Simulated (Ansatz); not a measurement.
# NbCd3: the cost of one run

Program: Ansatz 0.2.0. Level of theory: DFT PBE, scalar-relativistic, plane waves, PAW. These are calculated values, not measurements.

## Step 1: The system as given

Symmetry: Pm-3m, No. 221, cubic system. The conventional cell has a = 4.215 Å, b = 4.215 Å, c = 4.215 Å, α = 90.00°, β = 90.00°, γ = 90.00°. Nb (site symmetry m-3m) has 12 Cd at 2.98 Å as nearest neighbours. Cd (site symmetry 4/mmm) is surrounded by 4 Nb at 2.98 Å and 8 Cd at 2.98 Å.

As a file:

```cif
data_structure
_symmetry_space_group_name_H-M 'P 1'
_symmetry_Int_Tables_number 1
_cell_length_a 4.2150
_cell_length_b 4.2150
_cell_length_c 4.2150
_cell_angle_alpha 90.000
_cell_angle_beta 90.000
_cell_angle_gamma 90.000
_cell_volume 74.88
loop_
_atom_site_label
_atom_site_type_symbol
_atom_site_fract_x
_atom_site_fract_y
_atom_site_fract_z
_atom_site_occupancy
Nb1 Nb 0.00000 0.00000 0.00000 1
Cd1 Cd 0.00000 0.50000 0.50000 1
Cd2 Cd 0.50000 0.00000 0.50000 1
Cd3 Cd 0.50000 0.50000 0.00000 1
```

This is candidate A: structure reported for this formula (Pm-3m, No. 221).

(A quick probe on a coarse mesh, which set the mesh and smearing, is not shown.)

## Step 3: A loose first relaxation (candidate A)

Contents of input.yaml:

```yaml
crystal:
  lattice:
    - [4.215, 0.0, 0.0]
    - [0.0, 4.215, 0.0]
    - [0.0, 0.0, 4.215]
  atoms:
    - { symbol: Nb, position: [0.0, 0.0, 0.0] }
    - { symbol: Cd, position: [0.0, 0.5, 0.5] }
    - { symbol: Cd, position: [0.5, 0.0, 0.5] }
    - { symbol: Cd, position: [0.5, 0.5, 0.0] }
basis:
  ecutwfc: 420
kpoints:
  mp_grid: { grid: [4, 4, 4] }
hamiltonian:
  xc: pbe
scf:
  occupations: { method: gaussian, width: 0.1 }
  lower_state_search: "off"
output:
  forces: true
  stress: true
  eigenvalues: true
relax:
  adjacent_minimum: "off"
  f_tol: 0.04
  max_steps: 70
  cell: { stress_tol: 0.4 }
```

Started as:

```bash
> ansatz run input.yaml --threads 1 --pin off --max-ram 2560MiB --backend cpu --events-out ev --progress --plain --runs-dir out
```

What time and memory should one allow on 1 thread of Arm Neoverse V1, shared host?

About 10 s, with a peak of 0.34 GiB.
